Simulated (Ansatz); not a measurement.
# GeH4S3: a ladder of functionals and wavefunction methods

The task here is to estimate one member of a computed series from the others.

Method: functionals in def2-TZVPP, the program's frozen cores in correlated methods; program: Ansatz 0.2.0, Gaussian basis.

The runs, in order: PBE-D4, r2SCAN-D4, PBE0-D4, B3LYP-D4, ωB97X-V, ωB97M-V, B2PLYP; CCSD(T)/def2-TZVPP; CCSD(T)/def2-QZVPP; extrapolation to the limit.

**The geometry**

All runs share one geometry, relaxed beforehand with PBE0-D4 in a triple-zeta def2 set.

SMILES `[SH][GeH]([SH])[SH]`, 8 atoms, charge 0, spin multiplicity 1.

Atoms are counted from 1 here; the program's logs count them from 0.

Bond lengths: S1–Ge2 2.215 Å, S1–H5 1.345 Å, Ge2–S3 2.212 Å, Ge2–S4 2.219 Å, Ge2–H6 1.537 Å, S3–H7 1.344 Å, S4–H8 1.345 Å. Angles: Ge2–S1–H5 93.8°, S1–Ge2–S3 107.8°, S1–Ge2–S4 105.5°, S1–Ge2–H6 113.4°, S3–Ge2–S4 113.5°, S3–Ge2–H6 105.7°, S4–Ge2–H6 111.1°, Ge2–S3–H7 93.4°, Ge2–S4–H8 93.9°.

Set-up of the first run:

in.yaml

```yaml
crystal:
  periodic: [false, false, false]
  atoms:
    - {symbol: S, position_ang: [-0.724098, 1.380144, 1.533493]}
    - {symbol: Ge, position_ang: [-0.220853, -0.322358, 0.209225]}
    - {symbol: S, position_ang: [1.699218, -1.174554, 0.902020]}
    - {symbol: S, position_ang: [-0.123827, 0.528263, -1.838070]}
    - {symbol: H, position_ang: [-1.734245, 1.803436, 0.753051]}
    - {symbol: H, position_ang: [-1.236064, -1.473491, 0.281133]}
    - {symbol: H, position_ang: [2.393974, -0.066578, 0.593371]}
    - {symbol: H, position_ang: [-0.054115, -0.674872, -2.434233]}
basis:
  gaussian: {orbitals: def2-TZVPP}
hamiltonian: {xc: pbe, dispersion: d4}
output: {forces: true, orbitals: {seedname: orbitals}}
```

Run with:

```sh
$ ansatz run in.yaml --threads 2 --pin off --events-out ev --progress --plain --max-ram 22528MiB --backend cpu
```

Among the steps run: PBE-D4 (GGA); r2SCAN-D4 (meta-GGA); PBE0-D4 (hybrid); B3LYP-D4 (hybrid); ωB97X-V (range-separated); ωB97M-V (range-separated); B2PLYP (double hybrid); CCSD(T) in def2-TZVPP; CCSD(T) in def2-QZVPP.

One table of the session follows, with a row left open; its other results are not shown here.

```
            method  atomisation energy (kJ/mol)
            PBE-D4                       2282.5
         r2SCAN-D4                       2275.8
           PBE0-D4                            ?
          B3LYP-D4                       2232.3
           ωB97X-V                       2285.4
           ωB97M-V                       2269.9
            B2PLYP                       2201.6
     HF/def2-TZVPP                       1542.6
    MP2/def2-TZVPP                       2213.8
   CCSD/def2-TZVPP                       2149.9
CCSD(T)/def2-TZVPP                       2196.7
           MP2/CBS                       2283.2
       CCSD(T)/CBS                       2266.1
```

Q: Estimate the row for PBE0-D4 from the others.

**Answer.** atomisation energy (kJ/mol): 2251.0. In the column «atomisation energy (kJ/mol)» it lies between B3LYP-D4 (2232.3) and CCSD(T)/CBS (2266.1).
